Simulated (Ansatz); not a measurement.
HPbNO4:

```
H Pb N O
1.0
     3.85404    0.14384    0.09012
    -0.25320    5.52698    0.16471
    -0.48197   -1.92720    5.72025
H Pb N O
1 1 1 4
Direct
  0.10913 0.65718 0.54463
  0.61029 0.52127 0.15100
  0.91580 0.96263 0.95867
  0.01384 0.13639 0.88084
  0.72398 0.01057 0.12858
  0.00389 0.73732 0.87043
  0.11927 0.59324 0.37651
```

The cell was built by a generator and needn't be a form met in nature.

- Program: Ansatz 0.2.0
- Task: relaxation of cell and atoms
- Functional: r2SCAN
- Dispersion: rVV10
- Potentials or basis: Ansatz PAW
- Cutoff: 500 eV (not typed: the program's choice for these potentials)
- k mesh: 5 × 4 × 4
- Occupations: fermi-dirac, width 0.05 eV
- Spin: no spin polarisation

At the start: volume 17.65 Å³/atom.

How do energy, volume and symmetry change on relaxing?

It ends after 25 steps and the volume is 14.64 Å³/atom (-17.1 %); space group P1 (No. 1, to 0.05 Å).

Step by step:
| step | energy change (eV) | largest force (eV/Å) | volume (Å³) |
| --- | --- | --- | --- |
| 1 | 0.0000 | 0.6445 | 123.55 |
| 2 | -0.0378 | 0.5217 | 110.80 |
| 3 | -0.0746 | 0.4144 | 114.89 |
| 4 | -0.0807 | 0.0939 | 114.12 |
| 5 | -0.0859 | 0.0975 | 112.73 |
| 6 | -0.0897 | 0.0440 | 111.85 |
| 7 | -0.1002 | 0.2496 | 108.47 |
| 8 | -0.1036 | 0.4732 | 104.97 |
| 9 | -0.1088 | 0.1555 | 105.40 |
| 10 | -0.1099 | 0.0451 | 105.47 |
| 11 | -0.1114 | 0.0594 | 104.37 |
| 12 | -0.1119 | 0.0985 | 104.12 |
| 13 | -0.1125 | 0.0981 | 103.82 |
| 14 | -0.1135 | 0.2012 | 103.06 |
| 15 | -0.1142 | 0.0535 | 103.15 |
| 16 | -0.1147 | 0.0408 | 102.95 |
| 17 | -0.1148 | 0.0266 | 102.87 |
| 18 | -0.1148 | 0.0191 | 102.94 |
| 19 | -0.1149 | 0.0201 | 102.90 |
| 20 | -0.1149 | 0.0048 | 102.87 |
| 21 | -0.1076 | 0.0080 | 102.87 |
| 22 | -0.1078 | 0.0321 | 102.69 |
| 23 | -0.1079 | 0.0292 | 102.58 |
| 24 | -0.1080 | 0.0080 | 102.46 |
| 25 | -0.1078 | 0.0078 | 102.46 |

Final structure:
```
H Pb N O
1.0
     3.80840    0.15905   -0.32749
    -0.23334    5.43299   -0.23696
    -1.07547   -2.32186    5.14302
H Pb N O
1 1 1 4
Cartesian
  0.0219 2.2920 2.7802
  2.0326 2.6417 0.3982
  2.0798 3.1098 4.3536
  -1.1945 -1.4202 4.3414
  2.5978 0.0116 0.4344
  -1.2636 1.8547 4.2838
  0.1825 2.4871 1.8461
```

Caveat: the volume moved by over 15 % at a fixed basis, so the end points are rough; the plane-wave basis is chosen anew once the cell has moved, so the energies of steps on either side of that aren't comparable; the PAW data sets come from PBE, with cores solved anew for the run's functional, which leaves a small shift of forces and pressure.
